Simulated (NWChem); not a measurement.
# AlSiH3BrClO (SMILES [SiH3][O][Al]([Cl])[Br]): levels of theory compared

Aim: a comparison of 4 runs (HF/STO-3G, HF/3-21G, B3LYP/6-31G*) of AlSiH3BrClO. 

The results are computed with NWChem 7.3.0.

## (1) The system as given

The species is AlSiH3BrClO (8 atoms), meant as a singlet with charge 0. As SMILES, `[SiH3][O][Al]([Cl])[Br]`. The coordinates come from a PBE0-D4/def2-TZVP relaxation. This is one conformer, not always the lowest.

Bond lengths: Si1–O2 1.630 Å, O2–Al3 1.659 Å, Al3–Cl4 2.073 Å, Al3–Br5 2.230 Å, Si1–H6 1.485 Å, Si1–H7 1.486 Å, Si1–H8 1.485 Å. Angles: Si1–O2–Al3 174.3°, O2–Al3–Cl4 120.1°, O2–Al3–Br5 120.3°, Cl4–Al3–Br5 119.6°, O2–Si1–H6 109.5°, O2–Si1–H7 110.0°, O2–Si1–H8 109.4°, H6–Si1–H7 109.2°, H6–Si1–H8 109.4°, H7–Si1–H8 109.3°.

## (2) Energy and gradient at HF/STO-3G (run 1)

File albrclh3osi.nw:

```
start albrclh3osi
memory 2200 mb

geometry units angstroms noautosym nocenter noautoz
  Si    -1.239200    -0.098500     0.848900
  O      0.138400    -0.095400    -0.022600
  Al     1.486500     0.046500    -0.979800
  Cl     2.948000    -1.423800    -0.940100
  Br     1.738500     1.815200    -2.314200
  H     -1.746300    -1.488900     0.971800
  H     -2.266100     0.739000     0.177400
  H     -0.967600     0.448900     2.202700
end

basis spherical bse
  * library STO-3G
end

scf
  singlet
  rhf
  thresh 1e-08
  maxiter 80
end

task scf gradient
```

On the command line:

```bash
$ nwchem albrclh3osi.nw > albrclh3osi.out
```

What it wrote:

```text
[...]
  functions       =    53
[...]
  wavefunction    = RHF
[...]
         Total SCF energy =  -3599.696111445262
      One-electron energy =  -6102.119062546309
      Two-electron energy =   1966.272812480099
 Nuclear repulsion energy =    536.150138620948
        Time for solution =      7.1s
[...]
                         RHF ENERGY GRADIENTS
    atom               coordinates                        gradient
                 x          y          z           x          y          z
   1 Si     -2.341748  -0.186138   1.604188    0.015011  -0.000375  -0.009361
   2 O       0.261538  -0.180280  -0.042708   -0.044766  -0.002851   0.030572
   3 Al      2.809078   0.087872  -1.851554    0.048550  -0.012372  -0.022737
   4 Cl      5.570912  -2.690592  -1.776531    0.003916  -0.003219  -0.000401
   5 Br      3.285289   3.430231  -4.373204    0.002133   0.019103  -0.014060
   6 H      -3.300028  -2.813613   1.836436   -0.010099  -0.029291   0.002312
   7 H      -4.282308   1.396508   0.335237   -0.021068   0.017586  -0.014483
   8 H      -1.828499   0.848298   4.162499    0.006323   0.011419   0.028158
[...]
```

Wall time 12 s (1 thread of Intel Xeon Platinum 8259CL at 2.50GHz (Skylake/Cascade Lake), shared host); peak memory 0.098 GiB.

## (3) Energy and forces at HF/3-21G (run 2)

File nw.nw:

```
echo
start nw
memory total 2200 mb

geometry noautosym nocenter noautoz
Si    -1.239200    -0.098500     0.848900
O      0.138400    -0.095400    -0.022600
Al     1.486500     0.046500    -0.979800
Cl     2.948000    -1.423800    -0.940100
Br     1.738500     1.815200    -2.314200
H     -1.746300    -1.488900     0.971800
H     -2.266100     0.739000     0.177400
H     -0.967600     0.448900     2.202700
end

basis spherical bse
* library 3-21G
end

scf
thresh 1e-08
maxiter 80
print medium
end

task scf gradient
```

On the command line:

```bash
$ nwchem nw.nw > nw.out
```

What it wrote:

```text
[...]
  functions       =    76
[...]
  wavefunction    = RHF
[...]
         Total SCF energy =  -3621.770657936195
      One-electron energy =  -6112.187157235169
      Two-electron energy =   1954.266360678027
 Nuclear repulsion energy =    536.150138620948
        Time for solution =      9.1s
[...]
                         RHF ENERGY GRADIENTS
    atom               coordinates                        gradient
                 x          y          z           x          y          z
   1 Si     -2.341748  -0.186138   1.604188    0.015278   0.001922  -0.012315
   2 O       0.261538  -0.180280  -0.042708   -0.024266  -0.002669   0.018015
   3 Al      2.809078   0.087872  -1.851554    0.034567  -0.007281  -0.017505
   4 Cl      5.570912  -2.690592  -1.776531   -0.027277   0.027625  -0.000851
   5 Br      3.285289   3.430231  -4.373204   -0.002934  -0.019188   0.014612
   6 H      -3.300028  -2.813613   1.836436    0.001660  -0.000980  -0.000707
   7 H      -4.282308   1.396508   0.335237    0.000924   0.000468  -0.001004
   8 H      -1.828499   0.848298   4.162499    0.002048   0.000103  -0.000244
[...]
```

Wall time 15 s (1 thread of Intel Xeon Platinum 8259CL at 2.50GHz (Skylake/Cascade Lake), shared host); peak memory 0.099 GiB.

Run 3 isn't shown in full; the table further down has it.

## (4) Energy and forces at B3LYP/6-31G(d) (Cartesian functions) (run 4)

File m1.nw:

```
start m1
title "AlBrClH3OSi"
memory stack 880 mb heap 220 mb global 1100 mb
geometry units angstrom noautosym nocenter noautoz
   Si      -1.239200      -0.098500       0.848900
   O        0.138400      -0.095400      -0.022600
   Al       1.486500       0.046500      -0.979800
   Cl       2.948000      -1.423800      -0.940100
   Br       1.738500       1.815200      -2.314200
   H       -1.746300      -1.488900       0.971800
   H       -2.266100       0.739000       0.177400
   H       -0.967600       0.448900       2.202700
end
basis cartesian
   * library 6-31G*
end
dft
   xc b3lyp
   grid fine
   convergence energy 1e-08
   maxiter 100
   mulliken
end
task dft gradient
```

On the command line:

```bash
$ nwchem m1.nw > m1.out
```

What it wrote:

```text
[...]
          Wavefunction type:  closed shell.
          No. of atoms     :     8
          No. of electrons :    90
[...]
          Charge           :     0
          Spin multiplicity:     1
[...]
          AO basis - number of functions:   113
[...]
              XC Information
              --------------
                         B3LYP Method XC Potential
                     Hartree-Fock (Exact) Exchange  0.200
                        Slater Exchange Functional  0.800 local
                    Becke 1988 Exchange Functional  0.720 non-local
              Lee-Yang-Parr Correlation Functional  0.810
                  VWN I RPA Correlation Functional  0.190 local
[...]
 d= 0,ls=0.0,diis     1  -3643.1675846182 -4.18D+03  1.44D-02  2.15D+00     7.9
[...]
 d= 0,ls=0.0,diis    10  -3643.2647540684 -7.35D-09  2.91D-07  1.33D-09    56.1
         Total DFT energy =    -3643.264754068446
      One electron energy =    -6130.559187924096
           Coulomb energy =     2120.210578703185
    Exchange-Corr. energy =     -169.066283468483
 Nuclear repulsion energy =      536.150138620948
[...]
  wavefunction    = closed shell
                         DFT ENERGY GRADIENTS
    atom               coordinates                        gradient
                 x          y          z           x          y          z
   1 Si     -2.341748  -0.186138   1.604188    0.010412   0.000145  -0.007026
   2 O       0.261538  -0.180280  -0.042708   -0.001451   0.001214   0.000101
   3 Al      2.809078   0.087872  -1.851554   -0.005006  -0.001885   0.004491
   4 Cl      5.570912  -2.690592  -1.776531   -0.005364   0.005394  -0.000159
   5 Br      3.285289   3.430231  -4.373204   -0.000936  -0.004877   0.003837
   6 H      -3.300028  -2.813613   1.836436    0.000803   0.000185  -0.000347
   7 H      -4.282308   1.396508   0.335237    0.000860  -0.000083  -0.000267
   8 H      -1.828499   0.848298   4.162499    0.000682  -0.000092  -0.000630
[...]
```

Wall time 96 s (1 thread of Intel Xeon Platinum 8259CL at 2.50GHz (Skylake/Cascade Lake), shared host); peak memory 0.13 GiB.

## (5) All runs side by side

| run | level | iteration cap | module | energy (Eh) | dipole moment (D) | HOMO energy (eV) | LUMO energy (eV) | wall time |
| --- | --- | --- | --- | --- | --- | --- | --- | --- |
| 1 | HF/STO-3G | 80 | scf | -3599.696111 | 2.95 | -8.59 | 7.38 | 12 s |
| 2 | HF/3-21G | 80 | scf | -3621.770658 | 2.35 | -11.70 | 1.99 | 15 s |
| 3 | B3LYP/6-31G* (spherical functions) | 100 | dft | -3643.248480 | – | – | – | 81 s |
| 4 | B3LYP/6-31G* (Cartesian functions) | 100 | dft | -3643.264754 | 1.29 | -8.39 | -1.41 | 96 s |

## (6) Outcome

| quantity | value |
| --- | --- |
| run 4: total energy | -3643.26475 Eh |
| run 4: dipole moment | 1.29 D |
| run 4: HOMO energy | -8.39 eV |
| run 4: LUMO energy | -1.41 eV |
| run 4: HOMO–LUMO gap | 6.98 eV |
| run 4: largest force on an atom | 0.646 eV/Å |

What this shows: Over runs 1, 2, 4 the dipole moment (its size) runs from 1.29 D (B3LYP/6-31G*) to 2.95 D (HF/STO-3G). The two ends differ in method and basis. Over runs 1, 2, 4 the HOMO–LUMO gap runs from 6.98 eV (B3LYP/6-31G*) to 15.97 eV (HF/STO-3G). In run 1 the basis is minimal, so the values are rough. All runs together took 3.4 min, the longest 96 s.
